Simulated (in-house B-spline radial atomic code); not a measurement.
**Tm³⁵⁺: excited configurations in jj coupling**

How much energy does it take to promote electrons of Tm³⁵⁺ to other shells? Each configuration is solved by itself and compared with the reference.

Method: Dirac-Hartree-Fock, average of configuration, Fermi nucleus, basis-set limit. Code: in-house B-spline radial atomic code version 1.

## (1) Starting point

| Property | Result |
| --- | --- |
| element | thulium (Z = 69) |
| charge | +35 |
| electrons | 34 |
| configuration | 1s2 2s2 2p6 3s2 3p6 3d10 4s2 4p-2 4p+2 |
| Hamiltonian | Dirac-Coulomb |
| nucleus | Fermi, rms radius 5.226 fm |

In configurations, a minus sign after the shell means j = l − 1/2 and a plus sign j = l + 1/2; the count of electrons follows.

The run's settings:

```ini
Z = 69
electrons = 34.0
configuration = 1s2 2s2 2p6 3s2 3p6 3d10 4s2 4p-2 4p+2
hamiltonian = dirac
method = hf
spin_polarised = False
nucleus = fermi
rms_radius = 5.2256
mass_number = 169
atomic_mass = 168.934218956
speed_of_light = 137.035999084
```

This reference run was done before. Its total energy is -12875.160688 hartree, and its levels are (the highest eight at most):

```tsv
orbital	occupation	energy (eV)	<r> (bohr)
3s1/2	2	-3749.67	0.2170
3p1/2	2	-3534.11	0.2068
3p3/2	4	-3314.06	0.2199
3d3/2	4	-2955.51	0.1933
3d5/2	6	-2907.57	0.1973
4s1/2	2	-1700.22	0.4452
4p1/2	2	-1607.19	0.4439
4p3/2	2	-1542.68	0.4626
```

## (2) Run with 1s2 2s2 2p6 3s2 3p6 3d-4 3d+5 4s2 4p-1 4p+3 7p-1

The run's settings:

```ini
Z = 69
electrons = 34.0
configuration = 1s2 2s2 2p6 3s2 3p6 3d-4 3d+5 4s2 4p-1 4p+3 7p-1
hamiltonian = dirac
method = hf
spin_polarised = False
nucleus = fermi
rms_radius = 5.2256
mass_number = 169
atomic_mass = 168.934218956
speed_of_light = 137.035999084
```

## (3) Run with 1s2 2s2 2p6 3s2 3p6 3d10 4s1 4p-1 4p+3 5g+1

Changes to the settings of step 2:

```diff
@@ -2,3 +2,3 @@
 electrons = 34.0
-configuration = 1s2 2s2 2p6 3s2 3p6 3d-4 3d+5 4s2 4p-1 4p+3 7p-1
+configuration = 1s2 2s2 2p6 3s2 3p6 3d10 4s1 4p-1 4p+3 5g+1
 hamiltonian = dirac
```

## (4) Run with 1s2 2s2 2p6 3s2 3p-2 3p+3 3d10 4s2 4p+4 4f+1

Changes to the settings of step 3:

```diff
@@ -2,3 +2,3 @@
 electrons = 34.0
-configuration = 1s2 2s2 2p6 3s2 3p6 3d10 4s1 4p-1 4p+3 5g+1
+configuration = 1s2 2s2 2p6 3s2 3p-2 3p+3 3d10 4s2 4p+4 4f+1
 hamiltonian = dirac
```

## (5) Run with 1s2 2s2 2p6 3s2 3p-2 3p+3 3d10 4s2 4p+4 6s1

Changes to the settings of step 4:

```diff
@@ -2,3 +2,3 @@
 electrons = 34.0
-configuration = 1s2 2s2 2p6 3s2 3p-2 3p+3 3d10 4s2 4p+4 4f+1
+configuration = 1s2 2s2 2p6 3s2 3p-2 3p+3 3d10 4s2 4p+4 6s1
 hamiltonian = dirac
```

## (6) Run with 1s2 2s2 2p6 3s2 3p6 3d-3 3d+6 4s2 4p-1 4p+3 8f+1

Changes to the settings of step 5:

```diff
@@ -2,3 +2,3 @@
 electrons = 34.0
-configuration = 1s2 2s2 2p6 3s2 3p-2 3p+3 3d10 4s2 4p+4 6s1
+configuration = 1s2 2s2 2p6 3s2 3p6 3d-3 3d+6 4s2 4p-1 4p+3 8f+1
 hamiltonian = dirac
```

## (7) 1s2 2s2 2p6 3s2 3p6 3d10 4s2 4p-1 4p+3

Changes to the settings of step 6:

```diff
@@ -2,3 +2,3 @@
 electrons = 34.0
-configuration = 1s2 2s2 2p6 3s2 3p6 3d-3 3d+6 4s2 4p-1 4p+3 8f+1
+configuration = 1s2 2s2 2p6 3s2 3p6 3d10 4s2 4p-1 4p+3
 hamiltonian = dirac
```

## (8) 1s2 2s2 2p6 3s2 3p6 3d10 4s2 4p+4

Changes to the settings of step 7:

```diff
@@ -2,3 +2,3 @@
 electrons = 34.0
-configuration = 1s2 2s2 2p6 3s2 3p6 3d10 4s2 4p-1 4p+3
+configuration = 1s2 2s2 2p6 3s2 3p6 3d10 4s2 4p+4
 hamiltonian = dirac
```

**Question.** How far above the reference does each configuration lie (order and size, in eV)?

As calculated:

| net move | configuration | energy above the reference (eV) | with Breit, QED, recoil (eV) | largest <r> (bohr) |
| --- | --- | --- | --- | --- |
| 4p1/2 → 4p3/2 | 1s2 2s2 2p6 3s2 3p6 3d10 4s2 4p-1 4p+3 | 64.367 | 63.669 | 0.462 |
| 2×4p1/2 → 2×4p3/2 | 1s2 2s2 2p6 3s2 3p6 3d10 4s2 4p+4 | 132.53 | 131.17 | 0.463 |
| 4p1/2, 4s → 4p3/2, 5g9/2 | 1s2 2s2 2p6 3s2 3p6 3d10 4s1 4p-1 4p+3 5g+1 | 1046.11 | 1043.21 | 0.735 |
| 3p3/2, 2×4p1/2 → 4f7/2, 2×4p3/2 | 1s2 2s2 2p6 3s2 3p-2 3p+3 3d10 4s2 4p+4 4f+1 | 2209.75 | 2204.16 | 0.459 |
| 3d5/2, 4p1/2 → 4p3/2, 7p1/2 | 1s2 2s2 2p6 3s2 3p6 3d-4 3d+5 4s2 4p-1 4p+3 7p-1 | 2531.82 | 2529.58 | 1.66 |
| 3d3/2, 4p1/2 → 4p3/2, 8f7/2 | 1s2 2s2 2p6 3s2 3p6 3d-3 3d+6 4s2 4p-1 4p+3 8f+1 | 2725.11 | 2721.75 | 2.37 |
| 3p3/2, 2×4p1/2 → 2×4p3/2, 6s | 1s2 2s2 2p6 3s2 3p-2 3p+3 3d10 4s2 4p+4 6s1 | 2809.67 | 2804.58 | 1.16 |

**Reading.** The lowest of them is 4p1/2 → 4p3/2 at 64.367 eV and the highest 3p3/2, 2×4p1/2 → 2×4p3/2, 6s at 2809.67 eV. 4 of them lie more than 2 % above the ionisation threshold that Koopmans' theorem gives (1542.68 eV), where such states can decay by emitting an electron. Two partly filled shells share a symmetry and can mix in the average, which may lower the energy, for: 3d5/2, 4p1/2 → 4p3/2, 7p1/2. These are averages over configurations, without correlation, not spectroscopic levels.
